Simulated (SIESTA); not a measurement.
Slab: InO, a slab with vacuum.

```
In O
1.0
     3.45361    0.00000    0.00000
    -1.72681    2.99092    0.00000
     0.00000    0.00000   15.87710
In O
2 2
Direct
  0.66667 0.33333 0.40998
  0.66667 0.33333 0.59002
  0.00000 0.00000 0.36013
  0.00000 0.00000 0.63987
```

- Program: SIESTA 5.4.2
- Task: single point
- Functional: PBEsol
- Potentials or basis: PseudoDojo 0.4 standard (PBEsol files)
- Basis: DZP (energy shift 0.003 Ry; two zetas on semicore shells)
- Grid cutoff: 800 Ry
- Energy shift: 0.003 Ry
- k mesh: 9 × 9 × 2
- Occupations: fermi-dirac, width 0.05 eV
- Spin: no spin polarisation

On this cell: largest force 0.198 eV/Å; band gap on the k mesh 0.42 eV, indirect (least direct gap 1.04 eV).

The same run follows on a disturbed copy (atoms moved at random, drawn with an rms of 0.05 Å):

```
In O
1.0
     3.45361    0.00000    0.00000
    -1.72681    2.99092    0.00000
     0.00000    0.00000   15.87710
In O
2 2
Direct
  0.67466 0.33223 0.41028
  0.66163 0.33059 0.59107
  0.99918 0.00119 0.35868
  0.98731 0.99571 0.63889
```

What does the disturbed cell give?

The energy moves by +4.2 meV/atom; largest force 0.510 eV/Å; band gap on the k mesh 0.38 eV, indirect (least direct gap 1.05 eV).

Forces in eV/Å, atoms in the order of the input:
```
In  -0.296  0.068  0.062
In  -0.209 -0.035 -0.464
O    0.280 -0.074  0.179
O    0.225  0.041  0.222
```

Stress tensor (GPa, compression positive):
```
-0.56 -0.39 -0.01
-0.39 -0.59  0.11
-0.01  0.11 -0.65
```

Caveats: spin-orbit coupling is left out, which moves the levels of the heavy elements; the basis of atomic orbitals isn't converged, which shifts pressures, moduli and gaps.

A k mesh can miss the band edges.
